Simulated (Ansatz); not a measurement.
**KAg (CsCl type): how the settings move a single-point run**

How sensitive is a single-point run of KAg (CsCl type) to its settings? A reference run comes first, then one run with altered input.

Computed with Ansatz 0.2.0 (reference: DFT, PBEsol, PAW with Ansatz's default frozen-core files, scalar-relativistic, unless a step's input says otherwise).

## (1) The starting structure

Symmetry: Pm-3m, No. 221, cubic system. The conventional cell has a = 3.984 Å, b = 3.984 Å, c = 3.984 Å, α = 90.00°, β = 90.00°, γ = 90.00°. Around K (site symmetry m-3m) lie 8 Ag at 3.45 Å. Ag (site symmetry m-3m) has 8 K at 3.45 Å as nearest neighbours.

Structure file:

```cif
data_structure
_symmetry_space_group_name_H-M 'P 1'
_symmetry_Int_Tables_number 1
_cell_length_a 3.9844
_cell_length_b 3.9844
_cell_length_c 3.9844
_cell_angle_alpha 90.000
_cell_angle_beta 90.000
_cell_angle_gamma 90.000
_cell_volume 63.25
loop_
_atom_site_label
_atom_site_type_symbol
_atom_site_fract_x
_atom_site_fract_y
_atom_site_fract_z
_atom_site_occupancy
K1 K 0.00000 0.00000 0.00000 1
Ag1 Ag 0.50000 0.50000 0.50000 1
```

## (2) Reference

Input file input.yaml:

```yaml
crystal:
  lattice:
    - [3.9843582061, 0.0, 0.0]
    - [0.0, 3.9843582061, 0.0]
    - [0.0, 0.0, 3.9843582061]
  atoms:
    - { symbol: K, position: [0.0, 0.0, 0.0] }
    - { symbol: Ag, position: [0.5, 0.5, 0.5] }
kpoints:
  mp_grid: { grid: [10, 10, 10] }
scf:
  occupations: { method: fermi_dirac, width: 0.05 }
hamiltonian:
  xc: pbesol
  pseudopotentials: { kind: paw }
output:
  forces: true
  stress: true
  eigenvalues: true
  efg: { contact_densities: true }
  populations: true
  bader: true
  dos: { projected: true, de: 0.2, e_range: [-14, 8] }
  write_density: true
  write_potential: true
  elf: true
  volumetric_format: npy
```

Started as:

```bash
$ ansatz run input.yaml --threads 1 --pin off --max-ram 2048MiB --backend cpu --events-out ev --progress --plain --runs-dir out
```

## (3) Changing settings: occupations.method cold, occupations.width 0.15, n_extra_bands 16

input.yaml, as its differences from that of step 2:

```diff
@@ -11,3 +11,4 @@
 scf:
-  occupations: { method: fermi_dirac, width: 0.05 }
+  occupations: { method: cold, width: 0.15 }
+  n_extra_bands: 16
 hamiltonian:
@@ -21,7 +22 @@
   populations: true
-  bader: true
-  dos: { projected: true, de: 0.2, e_range: [-14, 8] }
-  write_density: true
-  write_potential: true
-  elf: true
-  volumetric_format: npy
```

Q: Predict the outcome of this session. Wanted: for each run, ending; energy change; pressure; gap; force.

As calculated:

| run | ending | energy change | pressure (GPa) | gap (eV) | force (eV/Å) | cycles | time |
| --- | --- | --- | --- | --- | --- | --- | --- |
| reference | converged | 0 | 0.0 | 0.00 | 0.00 | 6 | 11 s |
| 1: occupations.method cold, occupations.width 0.15, n_extra_bands 16 | converged | -0.1 meV/atom (σ→0) | 0.0 | 0.00 | 0.00 | 6 | 7 s |

Times don't compare one to one where runs were asked for different outputs or read a saved state (see the inputs); cycles may leave out searches for a lower state.

Residual by cycle in the longest SCF loop of each run; runs are numbered as in the table. The quantity is the density residual dr2, in eV.

| cycle | reference | run 1 |
| --- | --- | --- |
| 1 | 0.00486 | 0.00455 |
| 2 | 5.0e-4 | 2.3e-4 |
| 3 | 9.5e-5 | 4.4e-5 |
| 4 | 1.1e-5 | 3.0e-6 |
| 5 | 1.0e-6 | 2.2e-7 |
| 6 | 4.9e-8 | 7.3e-9 |

**Reading.** Changing the smearing and band count hardly moves the energy: -0.1 meV/atom.
